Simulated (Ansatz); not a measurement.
# LaCoPO (P4/nmm): from the first guess to the electronic structure, part 2 of 3

What volume does LaCoPO (P4/nmm) take, and is it a metal or an insulator at this level? The pressure is brought towards zero step by step, and the electronic structure follows.

Ansatz 0.2.0; DFT PBE+U (U_eff = 3.3 eV on Co 3d), scalar-relativistic, plane waves, PAW.

**6. The same volume again, shape and atoms relaxed**

input.yaml reads:

```yaml
crystal:
  lattice:
    - [4.0084961743, 0.0, 0.0]
    - [0.0, 4.0084961743, 0.0]
    - [0.0, 0.0, 8.2375917287]
  atoms:
    - { symbol: La, position: [0.0, 0.5, 0.8476579279] }
    - { symbol: La, position: [0.5, 0.0, 0.1523420721] }
    - { symbol: Co, position: [0.5, 0.5, 0.5], spin: 0.83 }
    - { symbol: Co, position: [0.0, 0.0, 0.5], spin: 0.83 }
    - { symbol: P, position: [0.5, 0.0, 0.6190826191] }
    - { symbol: P, position: [0.0, 0.5, 0.3809173809] }
    - { symbol: O, position: [0.0, 0.0, 0.0] }
    - { symbol: O, position: [0.5, 0.5, 0.0] }
basis:
  ecutwfc: 420
  ecutrho_ratio: 4
kpoints:
  mp_grid: { grid: [6, 6, 4] }
hamiltonian:
  xc: pbe
  hubbard: { sites: [{ species: Co, l: d, u_eff: 3.3 }] }
scf:
  occupations: { method: gaussian, width: 0.05 }
  lower_state_search: "off"
output:
  forces: true
  stress: true
  eigenvalues: true
  populations: true
magnetization:
  spin_polarized: true
relax:
  f_tol: 0.01
  max_steps: 40
  cell: { stress_tol: 0.1, fix: [volume] }
checkpoint:
  read: start.run
  write: ck
  compress: false
  write_wavefunctions: false
  write_every: 100000
```

The run starts from a saved state of the same cell, the folder start.run.

Started as:

```
$ ansatz run input.yaml --threads 4 --pin off --max-ram 10240MiB --backend cpu --events-out ev --progress --plain --runs-dir out
```

The log of the run, shortened:

```text
Warning: checkpoint.read: spin seed differs: saved 88f12173267f…, current fd9a5964f3dc…; the loaded state replaces the seed-built initial guess (but the starting_ns of a DFT+U solve that opens without the state's occupation matrices), so the run may converge into the producing seed's [...]
Warning: RAYON_NUM_THREADS=4 ignored (pool sized by the plan → 4); use --threads N
[...]
    - { symbol: P, position: [0.5000000000000001, 0.0, 0.6190826191000001] }
    - { symbol: P, position: [0.0, 0.5000000000000001, 0.38091738090000005] }
    - { symbol: O, position: [0.0, 0.0, 0.0] }
    - { symbol: O, position: [0.5000000000000001, 0.5000000000000001, 0.0] }
--- Löwdin populations: 8 sites ---
  site symbol       q [e]    m [muB]
     0     La     10.3285    -0.0074
     1     La     10.3285    -0.0074
     2     Co     16.6299     0.7467
     3     Co     16.6299     0.7467
     4      P      5.2754    -0.0028
     5      P      5.2754    -0.0028
     6      O      6.4806    -0.0011
     7      O      6.4806    -0.0011
  spilling = 0.007323 (of n_electrons = 78.000000)
```

Run time: 20 s. Hardware: 4 threads of Arm Neoverse V1, shared host; peak memory 0.89 GiB.

The steps of the relaxation:

| step | energy from step 1 (meV/atom) | largest force component (eV/Å) | pressure (GPa) | volume (Å³/atom) |
| --- | --- | --- | --- | --- |
| 1 | 0.0 | 0.008 | 0.24 | 16.545 |
| 2 | 0.0 | 0.008 | 0.24 | 16.545 |

Step 1 is the start. Step 2 repeats the geometry before it on a plane-wave basis chosen anew for the final cell, which leaves the energy as it was.

Read off: volume 16.545 Å³/atom, pressure 0.24 GPa, no gap, moments in the atoms' spheres Co 0.75 μB.

**7. Stepping to 16.611 Å³/atom, shape and atoms relaxed**

Changes to input.yaml since step 6:

```diff
@@ -2,5 +2,5 @@
   lattice:
-    - [4.0084961743, 0.0, 0.0]
-    - [0.0, 4.0084961743, 0.0]
-    - [0.0, 0.0, 8.2375917287]
+    - [4.0138337254, 0.0, 0.0]
+    - [0.0, 4.0138337254, 0.0]
+    - [0.0, 0.0, 8.2485605722]
   atoms:
@@ -21,3 +21,6 @@
   xc: pbe
-  hubbard: { sites: [{ species: Co, l: d, u_eff: 3.3 }] }
+  hubbard:
+    sites:
+      - { species: Co, l: d, u_eff: 3.3, starting_ns: start.occupation_matrices }
+    ns_hold: { iters: 6 }
 scf:
@@ -36,7 +39 @@
   cell: { stress_tol: 0.1, fix: [volume] }
-checkpoint:
-  read: start.run
-  write: ck
-  compress: false
-  write_wavefunctions: false
-  write_every: 100000
```

start.occupation_matrices holds the open shells' occupation matrices from the neighbouring geometry.

Started as:

```
$ ansatz run input.yaml --threads 4 --pin off --max-ram 10240MiB --backend cpu --events-out ev --progress --plain --runs-dir out
```

The log of the run, shortened:

```text
Warning: RAYON_NUM_THREADS=4 ignored (pool sized by the plan → 4); use --threads N
La: projections on atomic orbitals take those of the free atom [Kr 4d10] 4f0 5s2 5p6 5d1 6s2, of charge +0.00 (hamiltonian.pseudopotentials.projection_atoms); the dataset's partial waves leave at most 1.9e-5 of an orbital's norm unspanned inside its sphere
[...]
    - { symbol: O, position: [1.1245852758157665e-35, -9.371543965131388e-37, 0.0] }
    - { symbol: O, position: [0.5, 0.5, 0.0] }
--- Löwdin populations: 8 sites ---
  site symbol       q [e]    m [muB]
     0     La     10.3230    -0.0079
     1     La     10.3230    -0.0079
     2     Co     16.6296     0.7475
     3     Co     16.6296     0.7475
     4      P      5.2791    -0.0038
     5      P      5.2791    -0.0038
     6      O      6.4825    -0.0012
     7      O      6.4825    -0.0012
  spilling = 0.007327 (of n_electrons = 78.000000)
```

It took 60 s on 4 threads of Arm Neoverse V1, shared host; peak memory 0.91 GiB.

The steps of the relaxation:

| step | energy from step 1 (meV/atom) | largest force component (eV/Å) | pressure (GPa) | volume (Å³/atom) |
| --- | --- | --- | --- | --- |
| 1 | 0.0 | 0.045 | -0.27 | 16.611 |
| 2 | 0.1 | 0.115 | 0.01 | 16.611 |
| 3 | 0.0 | 0.007 | -0.14 | 16.611 |
| 4 | 0.0 | 0.007 | -0.14 | 16.611 |

Step 1 is the start. Step 2 was tried and not accepted. Step 4 repeats the geometry before it on a plane-wave basis chosen anew for the final cell, which leaves the energy as it was.

This gives: volume 16.611 Å³/atom, pressure -0.14 GPa, no gap, moments in the atoms' spheres Co 0.75 μB.

**8. The way to zero pressure**

```csv
step,level,mesh,relaxed,volume (Å³/atom),pressure (GPa)
2,PBE+U,4×4×2,nothing,16.458,0.95
3,PBE+U,6×6×4,nothing,16.458,1.00
4,PBE+U,6×6×4,"shape, atoms",16.458,0.80
5,PBE+U,6×6×4,"shape, atoms",16.545,0.24
6,PBE+U,6×6×4,"shape, atoms",16.545,0.24
7,PBE+U,6×6×4,"shape, atoms",16.611,-0.14
```

The cell before and after:

| cell as typed | before | after | change |
| --- | --- | --- | --- |
| a (Å) | 3.991 | 4.012 | +0.5 % |
| b (Å) | 3.991 | 4.012 | +0.5 % |
| c (Å) | 8.265 | 8.255 | -0.1 % |
| volume (Å³/atom) | 16.458 | 16.611 | +0.9 % |
| shortest distance (Å) | 2.223 | 2.233 | +0.5 % |
| space group | P4/nmm | P4/nmm | same |

(Part 2 of 3 ends here.)
